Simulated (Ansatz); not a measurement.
Write a Python script for the Ansatz DFT code, driven from Python that makes a ladder of methods at one geometry of C₂H₇NSSi, SMILES CN(C)[Si]S. Level of theory (for the species named): r2SCAN, cc-pVDZ basis, multiplicity 1. The script varies functional: r2scan, blyp, revpbe, lc_wpbe, cam_b3lyp, r2scan0.

```xyz
12

C    -0.9903    0.0044    0.8986
N    -0.3172   -0.6065   -0.2121
C     1.0535   -0.7948    0.1774
Si   -0.6803   -0.3453   -1.8631
S    -0.1253    1.6213   -2.3744
H    -0.8759   -0.4573    1.8356
H    -0.7013    1.0958    1.0132
H    -2.0835    0.0508    0.7085
H     1.1584   -1.2641    1.2146
H     1.6283    0.1579    0.2622
H     1.6062   -1.4538   -0.4873
H     0.4043    1.9365   -1.1394
```

`run_methods.py`
```python
from pathlib import Path

import ansatz as az
import numpy as np

BASIS_SET = "cc-pVDZ"

geometry_ang = [
    ("C", [-0.9903, 0.0044, 0.8986]),
    ("N", [-0.3172, -0.6065, -0.2121]),
    ("C", [1.0535, -0.7948, 0.1774]),
    ("Si", [-0.6803, -0.3453, -1.8631]),
    ("S", [-0.1253, 1.6213, -2.3744]),
    ("H", [-0.8759, -0.4573, 1.8356]),
    ("H", [-0.7013, 1.0958, 1.0132]),
    ("H", [-2.0835, 0.0508, 0.7085]),
    ("H", [1.1584, -1.2641, 1.2146]),
    ("H", [1.6283, 0.1579, 0.2622]),
    ("H", [1.6062, -1.4538, -0.4873]),
    ("H", [0.4043, 1.9365, -1.1394]),
]
geometry = az.Crystal.molecule()
for symbol, xyz in geometry_ang:
    geometry = geometry.atom(symbol, xyz)

setup = geometry.calculation().basis(gaussian=BASIS_SET)

print("functional    E (Ha)        dipole (D)   HOMO (eV)  LUMO (eV)")
for name in ["r2scan", "blyp", "revpbe", "lc_wpbe", "cam_b3lyp", "r2scan0"]:
    rep = setup.functional(name).forces().orbitals().run(threads=1, runs_dir="runs").report
    lines = Path(rep["orbitals_path"]).read_text().splitlines()
    field_of = lambda key: [line.split("=")[1].strip() for line in lines if line.startswith(key)]
    orbitals = [(27.211386 * float(e), s, float(n)) for e, s, n in zip(field_of("Ene="), field_of("Spin="), field_of("Occup="))]
    homo = max(e for e, _, n in orbitals if n > 0.5)
    lumo = min(e for e, _, n in orbitals if n < 0.5)
    dipole = 4.803205 * np.linalg.norm(rep["charge_distribution"]["dipole_moment_e_ang"])
    print(f"{name:10s} {rep['free_energy_ev'] / 27.211386246:14.6f} {dipole:9.3f} {homo:11.3f} {lumo:10.3f}")
```

```console
$ python run_methods.py
functional    E (Ha)        dipole (D)   HOMO (eV)  LUMO (eV)
r2scan        -822.704890     2.770      -4.948     -2.718
blyp          -822.757532     2.424      -4.557     -2.567
revpbe        -822.664830     2.617      -4.694     -2.715
lc_wpbe       -822.539576     2.907      -8.362      0.142
cam_b3lyp     -822.775097     2.624      -7.074     -0.842
r2scan0       -822.684843     2.800      -5.998     -1.961
```

Reading the output:
- Total energies depend on the basis set; only differences at equal settings carry meaning.
- The geometry is a force-field or estimated start, not a minimum of this method, and the basis set is short of its limit. A lower total doesn't mark the better method: functionals have no common bound, and MP2 and coupled cluster aren't variational.
- Levels such as HOMO and LUMO are orbital energies: with these approximate functionals they aren't the ionisation energy and electron affinity, and their gap isn't the fundamental gap.
- For Al to Cl the sets with a tight d function, cc-pV(X+d)Z, are usual.
- Finished in 38 s on 1 thread of Arm Neoverse V2, with other jobs on the host, peak memory 0.38 GiB.
